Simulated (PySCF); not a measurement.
# FeOCl: structure of the sextet

Where does sextet FeOCl go from a PBE0 minimum start, is the end point a minimum, and what are its modes, charges and moments?

Method: PBE0, basis Fe def2-SVP, O def2-SVP, Cl def2-SVP, no relativity, density fitting; program: PySCF 2.14.0.

## Step 1: Where the work starts

3 atoms, charge 0, spin multiplicity 6.

Bond lengths: Fe1–O2 1.623 Å, Fe1–Cl3 2.165 Å. Angles: O2–Fe1–Cl3 180.0°.

```xyz
3
charge 0 multiplicity 6
Fe    0.0000    0.0000   -0.4653
O     0.0000    0.0000   -2.0887
Cl    0.0000    0.0000    1.6995
```

## Step 2: The SCF at the typed geometry

One driver script runs all steps and calls PySCF; scf.py shows how it sets up the SCF of each step. The optimiser is the driver's own. After this first run the driver tries any further starts and a stability analysis.

Contents of scf.py:

```python
from pyscf import gto, scf, dft
mol = gto.M(atom='''
Fe     0.000000    -0.000000    -0.465317
O      0.000000    -0.000000    -2.088660
Cl    -0.000000     0.000000     1.699541''',
    basis={'Fe': 'def2-SVP', 'O': 'def2-SVP', 'Cl': 'def2-SVP'},
    charge=0, spin=5)
mf = dft.UKS(mol, xc='PBE0')
mf.grids.atom_grid = (50, 194)
aux = {'Fe': 'def2-universal-JKFIT', 'O': 'def2-universal-JKFIT', 'Cl': 'def2-universal-JKFIT'}
mf = mf.density_fit(auxbasis=aux)
mf.conv_tol = 1e-08
mf.diis_space = 10
mf.max_cycle = 60
mf.init_guess = 'minao'
mf.verbose = 4
mf.kernel()
```

On the command line:

```bash
$ OMP_NUM_THREADS=2 python axn.py task.json out
```

After this run come: Relaxation: PBE0 minimum start, sextet; Vibrations and properties at this point.

Q: Predict the outcome of this session. Wanted: minimum; geometry; wavenumbers; dipole moment; highest occupied, lowest empty level; polar-tensor charge of Fe1; zero-point energy; atomisation energy; ⟨S²⟩.

The runs gave:

| quantity | value |
| --- | --- |
| minimum | sextet, C∞v |
| geometry | Fe–Cl 2.165 Å, Fe–O 1.623 Å; Cl–Fe–O 180.0° |
| wavenumbers (cm⁻¹) | 70 (π), 413 (σ+), 920 (σ+) |
| dipole moment | 0.13 D |
| highest occupied, lowest empty level (either spin) | -8.40, -3.71 eV |
| polar-tensor charge of Fe1 | +1.24 e |
| zero-point energy | 8.8 kJ/mol |
| entropy at 298.15 K | 293.6 J/(mol K) |
| atomisation energy (no zero-point energy) | 774 kJ/mol |
| ⟨S²⟩ | 8.769 |

What this shows: The PBE0 minimum start keeps its C∞v symmetry and ends in a minimum. The strongest infrared band lies at 70 cm⁻¹ (π, bend). Most of the spin sits on Fe1 (Mulliken spin 4.05, against 5 for the whole molecule). The first SCF alone would have been 140 kJ/mol too high. Other starts or spin states, not run here, may lie lower. One determinant may miss the lowest occupation of an open d or f shell.
